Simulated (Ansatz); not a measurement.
**CH₄Sb radical: one species, many methods**

Aim: compute CH₄Sb radical with functionals from several rungs and with coupled cluster, and see how far each lands from CCSD(T) at the basis-set limit for the atomisation energy.

Method: functionals in def2-TZVPP, the program's frozen cores in correlated methods; program: Ansatz 0.2.0, Gaussian basis.

Levels to be run: LDA (SPW92), PBE-D4, revPBE-D4, BLYP-D4, r2SCAN-D4, B97M-V, PBE0-D4, B3LYP-D4, r2SCANh-D4, r2SCAN0-D4, HSE06-D4, BHLYP-D4, CAM-B3LYP-D4, LC-ωPBE, ωB97X-V, ωB97M-V, B2PLYP, PBE-QIDH; CCSD(T)/def2-SVP; CCSD(T)/def2-TZVPP; CCSD(T)/def2-QZVPP; extrapolation to the limit; RPA on PBE.

## (1) Structure used throughout

An earlier PBE0-D4 in a triple-zeta def2 set relaxation fixed the geometry. Sb takes the def2 core potential; no spin-orbit term is included.

6 atoms, charge 0, spin multiplicity 2.

Atoms are counted from 1 here; the program's logs count them from 0.

Bond lengths: C1–Sb2 2.162 Å, C1–H3 1.090 Å, C1–H4 1.090 Å, C1–H5 1.090 Å, Sb2–H6 1.716 Å. Angles: Sb2–C1–H3 109.9°, Sb2–C1–H4 109.1°, Sb2–C1–H5 109.9°, H3–C1–H4 109.4°, H3–C1–H5 109.1°, H4–C1–H5 109.4°, C1–Sb2–H6 92.8°.

## (2) LDA

This LDA is Slater exchange with PW92 correlation.

in.yaml

```yaml
crystal:
  periodic: [false, false, false]
  atoms:
    - {symbol: C, position_ang: [-0.222185, -0.364175, -0.463906]}
    - {symbol: Sb, position_ang: [0.247875, 0.031096, 1.609117]}
    - {symbol: H, position_ang: [-0.906475, 0.396423, -0.840592]}
    - {symbol: H, position_ang: [-0.691102, -1.344515, -0.542049]}
    - {symbol: H, position_ang: [0.690231, -0.349616, -1.060466]}
    - {symbol: H, position_ang: [0.923958, 1.566786, 1.251594]}
basis:
  gaussian: {orbitals: def2-TZVPP}
magnetization: {spin_polarized: true, initial_magnetization: 1}
hamiltonian: {xc: lda}
output: {orbitals: {seedname: orbitals}}
```

Command:

```sh
> ansatz run in.yaml --threads 2 --pin off --events-out ev --progress --plain --max-ram 32768MiB --backend cpu
```

After this run come: PBE-D4 (GGA); revPBE-D4 (GGA); BLYP-D4 (GGA); r2SCAN-D4 (meta-GGA); B97M-V (meta-GGA); B3LYP-D4 (hybrid); r2SCANh-D4 (hybrid); r2SCAN0-D4 (hybrid); HSE06-D4 (hybrid); BHLYP-D4 (hybrid); CAM-B3LYP-D4 (range-separated); LC-ωPBE (range-separated); ωB97X-V (range-separated); ωB97M-V (range-separated); B2PLYP (double hybrid); PBE-QIDH (double hybrid); CCSD(T) in def2-SVP; CCSD(T) in def2-TZVPP; CCSD(T) in def2-QZVPP; RPA on PBE orbitals.

Q: Predict the results of all the runs planned. Wanted: atomisation energy, CCSD(T)/CBS; farthest beyond LDA; mean size of error, GGA; mean size of error, meta-GGA; mean size of error, hybrid; mean size of error, range-separated; mean size of error, double hybrid; gap, smallest and largest; T1 diagnostic.

The runs gave:

| quantity | value |
| --- | --- |
| atomisation energy, CCSD(T)/CBS | 1780.8 kJ/mol |
| functionals within 17.8 kJ/mol (1.0 %) | revPBE-D4, BLYP-D4, r2SCAN-D4, B97M-V, PBE0-D4, B3LYP-D4, r2SCANh-D4, HSE06-D4, CAM-B3LYP-D4, ωB97X-V, ωB97M-V |
| farthest beyond LDA | PBE-QIDH (-28.4 kJ/mol) |
| mean size of error, GGA | 15.7 kJ/mol |
| mean size of error, meta-GGA | 9.3 kJ/mol |
| mean size of error, hybrid | 14.2 kJ/mol |
| mean size of error, range-separated | 14.0 kJ/mol |
| mean size of error, double hybrid | 23.1 kJ/mol |
| gap, smallest and largest | 0.92 eV (LDA (SPW92)), 8.03 eV (LC-ωPBE) |
| T1 diagnostic | 0.0129 |
| triples share of the correlation energy | 3.0 % |

What this shows: The LDA atomisation energy is off by 240.4 kJ/mol (14 %): it overbinds. PBE-D4 is off by +21.2 kJ/mol. Double hybrids carry the basis error of their MP2 part in triple zeta, and no dispersion term here, so their miss is partly the set-up's. The rungs meta-GGA, range-separated, hybrid, GGA miss on average by less than the doubt on the reference (17.8 kJ/mol), so they tie. Misses under about 17.8 kJ/mol are within the doubt on the reference itself, which lacks core-valence correlation, spin-orbit coupling and higher excitations, and its outer-core shells are covered unevenly. All levels share the lack of spin-orbit coupling, which lowers the free heavy atoms and so the true binding. Hartree-Fock recovers 72 % of the binding; the rest is correlation. CCSD(T) in def2-SVP is off by -125.6 kJ/mol, worse than the median functional, from the basis alone. The gap grows from 0.9 to 8.0 eV across the functionals, mostly with the share of exact exchange. Correlated methods include outer-core shells of Sb, which these sets cover unevenly.
